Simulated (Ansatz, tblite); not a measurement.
# The cluster Ba6O5: rung by rung

How do method and basis change the picture of the cluster Ba6O5 (singlet)?

The runs use Ansatz 0.2.0, Gaussian basis; as each input shows.

The runs, in order: GFN1-xTB, GFN2-xTB, PBE-D4/def2-TZVP, r2SCAN-D4/def2-TZVP, LDA/def2-TZVP, HSE06-D4/def2-TZVP, PBE-D4/def2-SVP, PBE0-D4/def2-SVP, MP2/def2-SVP.

2 further runs of the same task are left out: 2 set aside as unsound or not needed.

## (1) The relaxed structure

The geometry is that of the singlet, from an earlier relaxation (PBE-D4/def2-SVP). At that level it is the lowest of the isomers that a small search found.

11 atoms, charge 0, spin multiplicity 1.

Bond lengths: Ba1–O8 2.409 Å, Ba1–O11 2.331 Å, Ba2–O8 2.409 Å, Ba2–O9 2.331 Å, Ba3–O7 2.408 Å, Ba3–O9 2.469 Å, Ba3–O10 2.469 Å, Ba4–O7 2.407 Å, Ba4–O10 2.470 Å, Ba4–O11 2.469 Å, Ba5–O8 2.409 Å, Ba5–O10 2.331 Å, Ba6–O7 2.408 Å, Ba6–O9 2.469 Å, Ba6–O11 2.469 Å. Angles: O8–Ba1–O11 97.6°, O8–Ba2–O9 97.7°, O7–Ba3–O9 80.7°, O7–Ba3–O10 80.7°, O9–Ba3–O10 97.6°, O7–Ba4–O10 80.6°, O7–Ba4–O11 80.7°, O10–Ba4–O11 97.6°, O8–Ba5–O10 97.7°, O7–Ba6–O9 80.7°, O7–Ba6–O11 80.7°, O9–Ba6–O11 97.6°, Ba3–O7–Ba4 101.0°, Ba3–O7–Ba6 101.0°, Ba4–O7–Ba6 101.0°, Ba1–O8–Ba2 115.3°, Ba1–O8–Ba5 115.3°, Ba2–O8–Ba5 115.3° and more.

Ba takes a core potential in the def2 sets. No spin-orbit coupling is included.

PBE0-D4/def2-TZVP was run before; its log isn't repeated, and its numbers join the tables.

## (2) GFN1-xTB

Tight binding, by tblite at 300 K electronic temperature and without a spin-polarisation term:

```python
tblite.interface.Calculator('GFN1-xTB', numbers, positions, charge=0, uhf=0).singlepoint()
```

Energy -736.2176 eV, HOMO -10.68 eV, LUMO -10.64 eV; 0.037 s.

## (3) GFN2-xTB

Tight binding, by tblite at 300 K electronic temperature and without a spin-polarisation term:

```python
tblite.interface.Calculator('GFN2-xTB', numbers, positions, charge=0, uhf=0).singlepoint()
```

Energy -635.9274 eV, HOMO -8.90 eV, LUMO -7.67 eV; 0.065 s.

## (4) PBE-D4/def2-TZVP

start.molden holds the orbitals of an earlier run on this state, given as this run's starting guess.

in.yaml

```yaml
crystal:
  periodic: [false, false, false]
  atoms:
    - {symbol: Ba, position_ang: [-2.244176, -2.093170, -0.011712]}
    - {symbol: Ba, position_ang: [-2.189056, 1.799185, 1.176099]}
    - {symbol: Ba, position_ang: [1.827389, 1.931873, -0.047336]}
    - {symbol: Ba, position_ang: [1.776713, -1.621609, -1.132825]}
    - {symbol: Ba, position_ang: [-1.267028, 0.831790, -2.667770]}
    - {symbol: Ba, position_ang: [0.934847, -0.738930, 2.377157]}
    - {symbol: O, position_ang: [2.565072, -0.242772, 0.676326]}
    - {symbol: O, position_ang: [-2.410285, 0.227396, -0.635573]}
    - {symbol: O, position_ang: [0.071748, 1.447118, 1.619848]}
    - {symbol: O, position_ang: [0.913439, 0.565012, -1.889224]}
    - {symbol: O, position_ang: [0.021337, -2.105884, 0.535020]}
basis:
  gaussian: {orbitals: def2-TZVP, initial_orbitals: start.molden}
hamiltonian: {xc: pbe, dispersion: d4}
scf: {omitted_lower_state_checks: [starts]}
output: {orbitals: {seedname: orbitals}}
```

Run with:

```bash
$ ansatz run in.yaml --threads 4 --pin off --events-out ev --progress --plain --max-ram 6963MiB
```

The runs that follow: r2SCAN-D4/def2-TZVP; LDA/def2-TZVP; HSE06-D4/def2-TZVP; PBE-D4/def2-SVP; PBE0-D4/def2-SVP; MP2/def2-SVP.

**Question.** What will the summary of the whole plan be? Wanted: gap in def2-TZVP, named functionals, smallest and largest; correlation energy, MP2/def2-SVP; binding an atom, functionals in def2-TZVP; PBE0 total energy, smallest basis above largest.

As calculated:

```
                                                 quantity                                   value
gap in def2-TZVP, named functionals, smallest and largest  0.70 eV (r2SCAN-D4), 1.25 eV (PBE0-D4)
                         correlation energy, MP2/def2-SVP                               -48.91 eV
                binding an atom, functionals in def2-TZVP         4.08 (PBE0-D4) to 4.89 eV (LDA)
          PBE0 total energy, smallest basis above largest          16.25 eV (def2-SVP, def2-TZVP)
```

What this shows: Orbital gaps of the named functionals in def2-TZVP span 0.70 eV (r2SCAN-D4) to 1.25 eV (PBE0-D4); exact exchange widens it.
